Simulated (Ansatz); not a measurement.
# CH₈AlNSi: up Jacob's ladder to CCSD(T)

How much do the methods differ for CH₈AlNSi? The plan is to run it at one geometry with functionals of several rungs and with coupled cluster, and see how far each lands from CCSD(T) at the basis-set limit for the atomisation energy.

Method: functionals in def2-TZVPP, the program's frozen cores in correlated methods; program: Ansatz 0.2.0, Gaussian basis.

The runs, in order: PBE-D4, r2SCAN-D4, PBE0-D4, B3LYP-D4, ωB97X-V, ωB97M-V, B2PLYP; CCSD(T)/def2-TZVPP; MP2/def2-QZVPP; extrapolation to the limit.

### Step 1. Structure used throughout

All runs share one geometry, relaxed beforehand with PBE0-D4 in a triple-zeta def2 set.

SMILES `CN[SiH2][AlH2]`, 12 atoms, charge 0, spin multiplicity 1.

Atoms are counted from 1 here; the program's logs count them from 0.

Bond lengths: C1–N2 1.447 Å, C1–H5 1.093 Å, C1–H6 1.094 Å, C1–H7 1.100 Å, N2–Si3 1.733 Å, N2–H8 1.008 Å, Si3–Al4 2.477 Å, Si3–H9 1.496 Å, Si3–H10 1.494 Å, Al4–H11 1.594 Å, Al4–H12 1.595 Å. Angles: N2–C1–H5 110.7°, N2–C1–H6 109.5°, N2–C1–H7 114.1°, H5–C1–H6 106.8°, H5–C1–H7 107.9°, H6–C1–H7 107.5°, C1–N2–Si3 120.9°, C1–N2–H8 113.1°, Si3–N2–H8 116.4°, N2–Si3–Al4 116.8°, N2–Si3–H9 107.9°, N2–Si3–H10 106.2°, Al4–Si3–H9 108.9°, Al4–Si3–H10 109.3°, H9–Si3–H10 107.4°, Si3–Al4–H11 121.2°, Si3–Al4–H12 121.5°, H11–Al4–H12 117.3°.

### Step 2. PBE-D4 (GGA)

Contents of in.yaml:

```yaml
crystal:
  periodic: [false, false, false]
  atoms:
    - {symbol: C, position_ang: [-1.394760, 1.175556, 0.030303]}
    - {symbol: N, position_ang: [0.028679, 1.263617, 0.277051]}
    - {symbol: Si, position_ang: [0.944488, -0.139208, 0.719840]}
    - {symbol: Al, position_ang: [0.860062, -2.064874, -0.836561]}
    - {symbol: H, position_ang: [-1.852199, 2.168343, 0.044984]}
    - {symbol: H, position_ang: [-1.868707, 0.597833, 0.829321]}
    - {symbol: H, position_ang: [-1.657113, 0.696098, -0.924152]}
    - {symbol: H, position_ang: [0.492426, 1.932261, -0.318050]}
    - {symbol: H, position_ang: [0.477589, -0.586584, 2.069115]}
    - {symbol: H, position_ang: [2.360226, 0.315610, 0.865513]}
    - {symbol: H, position_ang: [1.557958, -3.451016, -0.473401]}
    - {symbol: H, position_ang: [0.128451, -1.962736, -2.249964]}
basis:
  gaussian: {orbitals: def2-TZVPP}
hamiltonian: {xc: pbe, dispersion: d4}
output: {forces: true, orbitals: {seedname: orbitals}}
```

The run is started by

```
$ ansatz run in.yaml --threads 4 --pin off --events-out ev --progress --plain --max-ram 10444MiB
```

After this run come: r2SCAN-D4 (meta-GGA); PBE0-D4 (hybrid); B3LYP-D4 (hybrid); ωB97X-V (range-separated); ωB97M-V (range-separated); B2PLYP (double hybrid); CCSD(T) in def2-TZVPP; MP2 in def2-QZVPP.

Before running them: what should the planned runs give, taken together? Wanted: atomisation energy, CCSD(T)/CBS; farthest; mean size of error, hybrid; mean size of error, range-separated; gap, smallest and largest; T1 diagnostic; triples share of the correlation energy.

As calculated:

| quantity | value |
| --- | --- |
| atomisation energy, CCSD(T)/CBS | 3773.8 kJ/mol |
| functionals within 18.9 kJ/mol (0.5 %) | PBE-D4, r2SCAN-D4, B3LYP-D4, ωB97M-V |
| farthest | B2PLYP (-51.7 kJ/mol) |
| mean size of error, hybrid | 16.4 kJ/mol |
| mean size of error, range-separated | 13.2 kJ/mol |
| gap, smallest and largest | 2.37 eV (PBE-D4), 8.46 eV (ωB97X-V) |
| T1 diagnostic | 0.0111 |
| triples share of the correlation energy | 3.4 % |

**Reading.** PBE-D4 misses by +7.8 kJ/mol. Double hybrids carry the basis error of their MP2 part in triple zeta, and no dispersion term here, so their miss is partly the set-up's. Misses under about 18.9 kJ/mol are within the doubt on the reference itself, which lacks core-valence correlation, relativity and higher excitations. Hartree-Fock recovers 73 % of the binding; the rest is correlation. The gap grows from 2.4 to 8.5 eV across the functionals, mostly with the share of exact exchange.
